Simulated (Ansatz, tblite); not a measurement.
**(4-tert-butylphenyl)diphenylsulfonium bromide (C22H23BrS): rung by rung**

Aim: run the singlet of (4-tert-butylphenyl)diphenylsulfonium bromide (C22H23BrS) at one geometry on many levels, and compare frontier levels, spin and run time.

Program: Ansatz 0.2.0, Gaussian basis. Level of theory: as each input shows. These are calculated values, not measurements.

Levels to be run: GFN1-xTB, GFN2-xTB, PBE-D4/def2-TZVP, r2SCAN-D4/def2-TZVP, BLYP-D4/def2-TZVP, B97M-V/def2-TZVP, B2PLYP/def2-TZVP, PBE-D4/def2-SVP, PBE0-D4/def2-SVP, HF/STO-3G, HF/6-31G, B3LYP-D4/6-31G, MP2/def2-SVP, RPA/def2-SVP.

## Step 1: The relaxed structure

The singlet was relaxed beforehand with PBE-D4/def2-SVP.

SMILES `CC(C)(C)c1ccc([S+](c2ccccc2)c2ccccc2)cc1.[Br-]`, 47 atoms, charge 0, spin multiplicity 1.

Bond lengths: C1–C2 1.540 Å, C1–H24 1.109 Å, C1–H25 1.109 Å, C1–H26 1.109 Å, C2–C3 1.547 Å, C2–C4 1.547 Å, C2–C5 1.537 Å, C3–H27 1.109 Å, C3–H28 1.110 Å, C3–H29 1.109 Å, C4–H30 1.109 Å, C4–H31 1.110 Å, C4–H32 1.109 Å, C5–C6 1.414 Å, C5–C23 1.409 Å, C6–C7 1.399 Å, C6–H33 1.100 Å, C7–C8 1.406 Å and more. Angles: C2–C1–H24 111.9°, C2–C1–H25 109.7°, C2–C1–H26 111.9°, H24–C1–H25 107.5°, H24–C1–H26 108.2°, H25–C1–H26 107.4°, C1–C2–C3 108.4°, C1–C2–C4 108.5°, C1–C2–C5 112.2°, C3–C2–C4 109.6°, C3–C2–C5 109.2°, C4–C2–C5 108.9°, C2–C3–H27 112.0°, C2–C3–H28 110.2°, C2–C3–H29 111.0°, H27–C3–H28 107.6°, H27–C3–H29 107.8°, H28–C3–H29 108.0° and more.

PBE0-D4/def2-TZVP was run before; its log isn't repeated, and its numbers join the tables.

## Step 2: GFN1-xTB

Tight binding, by tblite at 300 K electronic temperature and without a spin-polarisation term:

```python
tblite.interface.Calculator('GFN1-xTB', numbers, positions, charge=0, uhf=0).singlepoint()
```

Energy -1806.6671 eV, HOMO -8.59 eV, LUMO -7.85 eV; 0.2 s.

## Step 3: GFN2-xTB

Tight binding, by tblite at 300 K electronic temperature and without a spin-polarisation term:

```python
tblite.interface.Calculator('GFN2-xTB', numbers, positions, charge=0, uhf=0).singlepoint()
```

Energy -1798.6021 eV, HOMO -8.54 eV, LUMO -7.28 eV; 0.096 s.

## Step 4: PBE-D4/def2-TZVP

start.molden holds the orbitals of an earlier run on this state, given as this run's starting guess.

in.yaml reads:

```yaml
crystal:
  periodic: [false, false, false]
  atoms:
    - {symbol: C, position_ang: [4.953859, -0.297655, -1.463174]}
    - {symbol: C, position_ang: [4.119618, -0.196244, -0.173015]}
    - {symbol: C, position_ang: [4.606531, 1.034259, 0.628490]}
    - {symbol: C, position_ang: [4.345781, -1.480932, 0.659318]}
    - {symbol: C, position_ang: [2.617401, -0.049202, -0.462543]}
    - {symbol: C, position_ang: [1.704986, 0.081321, 0.609966]}
    - {symbol: C, position_ang: [0.329221, 0.215886, 0.396040]}
    - {symbol: C, position_ang: [-0.163130, 0.194174, -0.921260]}
    - {symbol: S, position_ang: [-1.932774, 0.413269, -1.270708]}
    - {symbol: C, position_ang: [-2.300686, 1.527907, 0.189833]}
    - {symbol: C, position_ang: [-1.957841, 2.875153, -0.017542]}
    - {symbol: C, position_ang: [-2.266225, 3.827689, 0.962634]}
    - {symbol: C, position_ang: [-2.938075, 3.439203, 2.134318]}
    - {symbol: C, position_ang: [-3.296059, 2.095806, 2.323272]}
    - {symbol: C, position_ang: [-2.979806, 1.130492, 1.351661]}
    - {symbol: C, position_ang: [-2.774344, -1.072707, -0.690795]}
    - {symbol: C, position_ang: [-2.118105, -2.084068, 0.020720]}
    - {symbol: C, position_ang: [-2.866256, -3.186779, 0.462610]}
    - {symbol: C, position_ang: [-4.243443, -3.262448, 0.204908]}
    - {symbol: C, position_ang: [-4.882156, -2.233933, -0.509702]}
    - {symbol: C, position_ang: [-4.150147, -1.132236, -0.968134]}
    - {symbol: C, position_ang: [0.710224, 0.066015, -2.009283]}
    - {symbol: C, position_ang: [2.087781, -0.043058, -1.768248]}
    - {symbol: H, position_ang: [4.847230, 0.606584, -2.096711]}
    - {symbol: H, position_ang: [6.027770, -0.399576, -1.207100]}
    - {symbol: H, position_ang: [4.671900, -1.181754, -2.070548]}
    - {symbol: H, position_ang: [4.073333, 1.138793, 1.595192]}
    - {symbol: H, position_ang: [5.690002, 0.943470, 0.850476]}
    - {symbol: H, position_ang: [4.451089, 1.970132, 0.053357]}
    - {symbol: H, position_ang: [4.000187, -2.378305, 0.106163]}
    - {symbol: H, position_ang: [5.425153, -1.609069, 0.883254]}
    - {symbol: H, position_ang: [3.802297, -1.448609, 1.625532]}
    - {symbol: H, position_ang: [2.071598, 0.084817, 1.647557]}
    - {symbol: H, position_ang: [-0.348695, 0.343949, 1.251481]}
    - {symbol: H, position_ang: [-1.442547, 3.175741, -0.944310]}
    - {symbol: H, position_ang: [-1.990051, 4.881751, 0.805788]}
    - {symbol: H, position_ang: [-3.188407, 4.189045, 2.899732]}
    - {symbol: H, position_ang: [-3.825582, 1.788700, 3.238332]}
    - {symbol: H, position_ang: [-3.260167, 0.078676, 1.504751]}
    - {symbol: H, position_ang: [-1.036426, -2.028803, 0.204512]}
    - {symbol: H, position_ang: [-2.359768, -3.996897, 1.009038]}
    - {symbol: H, position_ang: [-4.822009, -4.130846, 0.553768]}
    - {symbol: H, position_ang: [-5.959238, -2.295614, -0.726762]}
    - {symbol: H, position_ang: [-4.633049, -0.339087, -1.557412]}
    - {symbol: H, position_ang: [0.289563, 0.005309, -3.027986]}
    - {symbol: H, position_ang: [2.753504, -0.135994, -2.637268]}
    - {symbol: Br, position_ang: [-1.844020, -1.124327, -3.650209]}
basis:
  gaussian: {orbitals: def2-TZVP, fitting: {mean_field: def2-universal-jkfit}, initial_orbitals: start.molden}
hamiltonian: {xc: pbe, dispersion: d4}
scf: {omitted_lower_state_checks: [starts]}
output: {forces: true, orbitals: {seedname: orbitals}}
```

On the command line:

```
$ ansatz run in.yaml --threads 2 --pin off --events-out ev --progress --plain --max-ram 22528MiB --backend cuda --devices 0, --max-vram 18GiB
```

After this run come: r2SCAN-D4/def2-TZVP; BLYP-D4/def2-TZVP; B97M-V/def2-TZVP; B2PLYP/def2-TZVP; PBE-D4/def2-SVP; PBE0-D4/def2-SVP; HF/STO-3G; HF/6-31G; B3LYP-D4/6-31G; MP2/def2-SVP; RPA/def2-SVP.

**Question.** What will the summary of the whole plan be? Wanted: gap in def2-TZVP, named functionals, smallest and largest; correlation energy, MP2/def2-SVP; binding an atom, functionals in def2-TZVP; PBE0 total energy, smallest basis above largest.

As calculated:

```
                                                 quantity                                 value
gap in def2-TZVP, named functionals, smallest and largest  2.24 eV (BLYP-D4), 4.10 eV (PBE0-D4)
                         correlation energy, MP2/def2-SVP                             -90.49 eV
                binding an atom, functionals in def2-TZVP    4.78 (BLYP-D4) to 4.94 eV (PBE-D4)
          PBE0 total energy, smallest basis above largest        36.38 eV (def2-SVP, def2-TZVP)
```

Orbital gaps of the named functionals in def2-TZVP span 2.24 eV (BLYP-D4) to 4.10 eV (PBE0-D4); exact exchange widens it.
